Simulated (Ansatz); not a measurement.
# Au: a trigonal deformation path

The task here is to estimate one member of a computed series from the others.

Program: Ansatz 0.2.0. Level of theory: DFT r2SCAN, scalar-relativistic, plane waves, PAW. These are calculated values, not measurements.

**The system as given**

The structure is cubic, space group Im-3m (No. 229). Conventional cell: a = 3.315 Å, b = 3.315 Å, c = 3.315 Å, α = 90.00°, β = 90.00°, γ = 90.00°. Around Au (site symmetry m-3m) lie 8 Au at 2.87 Å.

Structure file:

```
Au
1.0
    -1.65727    1.65727    1.65727
     1.65727   -1.65727    1.65727
     1.65727    1.65727   -1.65727
Au
1
Direct
  0.00000 0.00000 0.00000
```

It goes back to an entry of the Materials Project, which need not be the stable form.

The cell is taken as given, not relaxed at this level.

**Zero of energy**

The reference gives a free energy of -13163.4807 eV, pressure -4.72 GPa, largest force 0.000 eV/Å and gap on the mesh none (metal). It was computed beforehand with the settings of the runs below.

The first run:

At fixed volume and fractional coordinates, lengths along (0.577, 0.577, 0.577) are scaled against those across it; ρ is that ratio over its starting value.

Input file input.yaml:

```yaml
crystal:
  lattice:
    - [-2.4360327815, 1.7400234154, 1.7400234154]
    - [1.7400234154, -2.4360327815, 1.7400234154]
    - [1.7400234154, 1.7400234154, -2.4360327815]
  atoms:
    - { symbol: Au, position: [0.0, 0.0, 0.0] }
basis:
  ecutwfc: 500
kpoints:
  mp_grid: { grid: [22, 22, 22] }
hamiltonian:
  xc: r2scan
scf:
  occupations: { method: gaussian, width: 0.15 }
output:
  forces: true
  stress: true
  eigenvalues: true
```

Started as:

```sh
$ ansatz run input.yaml --threads 1 --pin off --max-ram 2560MiB --backend cpu --events-out ev --progress --plain --runs-dir out
```

Among the steps run: At ρ = 0.500; ρ = 2.000; ρ = 0.710; Point ρ = 1.410; At ρ = 0.600; ρ = 0.850; ρ = 1.200; Point ρ = 1.700; ρ = 0.930; At ρ = 1.080.

One table of the session follows, with a row left open; its other results are not shown here.

Collected from the runs (energy zero: the undisturbed cell):

| ρ | ΔE (meV/atom) | pressure (GPa) |
| --- | --- | --- |
| 0.500 | 11520.2 | 268.4 |
| 0.600 | 4245.8 | 112.9 |
| 0.710 | ? | ? |
| 0.850 | 159.7 | 2.6 |
| 0.930 | 24.5 | -3.3 |
| 1.000 | 0.0 | -4.7 |
| 1.080 | 11.0 | -3.5 |
| 1.200 | 50.3 | 0.0 |
| 1.410 | 112.9 | 6.7 |
| 1.700 | 202.8 | 13.9 |
| 2.000 | 241.4 | 16.1 |

**Question.** Estimate the row for ρ = 0.710.

Worked estimate for «ΔE (meV/atom)». A straight line through the neighbours (0.600, 4245.8) and (0.850, 159.7) gives 4245.8 + (159.7 − 4245.8) × (0.710 − 0.600) / (0.850 − 0.600) = 2447.9; a parabola fitted to 4 rows on both sides gives 736.2.

**Answer.** ΔE (meV/atom): 1266.1; pressure (GPa): 38.0. In «ΔE (meV/atom)» the line misses by +1181.8 and the parabola by -529.9.
